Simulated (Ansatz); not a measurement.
# C3H9FSi: molecular dynamics

The plan is to follow the molecule's vibrations and see whether its bonds hold. The start is relaxed first. Runs: 150 steps of 0.5 fs under a Nosé-Hoover thermostat at 100 K. SMILES of the start: C[Si](C)(C)F.

Method: RKS B3LYP-D4/STO-3G, in Ansatz 0.2.0.

1 further run of the same task is left out (for a known fault of the program).

## Step 1: The system as given

Bond lengths: Si1–F2 1.590 Å, Si1–C3 1.870 Å, C3–H4 1.110 Å, C3–H5 1.110 Å, C3–H6 1.110 Å, Si1–C7 1.869 Å, C7–H8 1.110 Å, C7–H9 1.110 Å, C7–H10 1.110 Å, Si1–C11 1.869 Å, C11–H12 1.110 Å, C11–H13 1.110 Å, C11–H14 1.110 Å. Angles (14 of 24 angles, heavy atoms first): F2–Si1–C3 109.4°, F2–Si1–C7 109.5°, F2–Si1–C11 109.5°, C3–Si1–C7 109.5°, C3–Si1–C11 109.5°, C7–Si1–C11 109.5°, Si1–C3–H4 109.5°, Si1–C3–H5 109.5°, Si1–C3–H6 109.5°, Si1–C7–H8 109.5°, Si1–C7–H9 109.5°, Si1–C7–H10 109.5°, Si1–C11–H12 109.5°, Si1–C11–H13 109.5°.

Structure file:

```xyz
14

Si    0.0000    0.0000    0.0000
F     0.0000    0.0000    1.5900
C     1.7634    0.0000   -0.6227
H     2.1111   -1.0463   -0.7509
H     1.8119    0.5276   -1.5981
H     2.4154    0.5187    0.1108
C    -0.8808    1.5259   -0.6227
H    -1.9334    1.2723   -0.8671
H    -0.8624    2.3106    0.1622
H    -0.3704    1.9025   -1.5336
C    -0.8808   -1.5259   -0.6227
H    -1.3804   -2.0377    0.2261
H    -1.6409   -1.2332   -1.3768
H    -0.1449   -2.2146   -1.0879
```

## Step 2: Preparing the start

File input.yaml:

```yaml
crystal:
  periodic: [false, false, false]
  atoms:
    - { symbol: Si, position_ang: [0.0, 0.0, 0.0] }
    - { symbol: F, position_ang: [0.0, 0.0, 1.59] }
    - { symbol: C, position_ang: [1.7634, 0.0, -0.6227] }
    - { symbol: H, position_ang: [2.1111, -1.0463, -0.7509] }
    - { symbol: H, position_ang: [1.8119, 0.5276, -1.5981] }
    - { symbol: H, position_ang: [2.4154, 0.5187, 0.1108] }
    - { symbol: C, position_ang: [-0.8808, 1.5259, -0.6227] }
    - { symbol: H, position_ang: [-1.9334, 1.2723, -0.8671] }
    - { symbol: H, position_ang: [-0.8624, 2.3106, 0.1622] }
    - { symbol: H, position_ang: [-0.3704, 1.9025, -1.5336] }
    - { symbol: C, position_ang: [-0.8808, -1.5259, -0.6227] }
    - { symbol: H, position_ang: [-1.3804, -2.0377, 0.2261] }
    - { symbol: H, position_ang: [-1.6409, -1.2332, -1.3768] }
    - { symbol: H, position_ang: [-0.1449, -2.2146, -1.0879] }
basis:
  gaussian: { orbitals: STO-3G }
hamiltonian:
  xc: b3lyp
  dispersion: d4
relax:
  f_tol: 0.02
  max_steps: 40
output:
  orbitals: {}
```

The run is started by

```console
> ansatz run input.yaml --threads 1 --pin off --max-ram 2048MiB --backend cpu --events-out ev --progress --plain --runs-dir out
```

Further steps of the session: Dynamics.

Q: Predict the outcome of this session. Wanted: relaxation of the start; temperature, first and last step; temperature, second half; potential energy, second half; largest change of the conserved energy; bonds formed or broken.

As calculated:

```
                              quantity                       value
               relaxation of the start    13 moves, 0.218 eV lower
                                length         150 steps of 0.5 fs
      temperature, first and last step                100 and 64 K
              temperature, second half  mean 54 K, from 38 to 75 K
         potential energy, second half  +6 meV/atom from the start
largest change of the conserved energy               0.07 meV/atom
                bonds formed or broken                           0
```

**Reading.** Against a set 100 K the second half averages 54 K with a spread of 9 K; 6 meV/atom has gone into potential energy, and a thermostat that acts over some 100 fs has not made it up in 75 fs. The conserved energy strays from its start by at most 0.07 meV/atom, 1.2 % of the mean kinetic energy, which is good for a step of 0.5 fs. No bond forms or breaks. 75 fs on 14 atoms is far too short and small for converged averages. The nuclei move classically, without zero-point motion, which matters most for hydrogen. In so small a basis the energies are only a sketch.
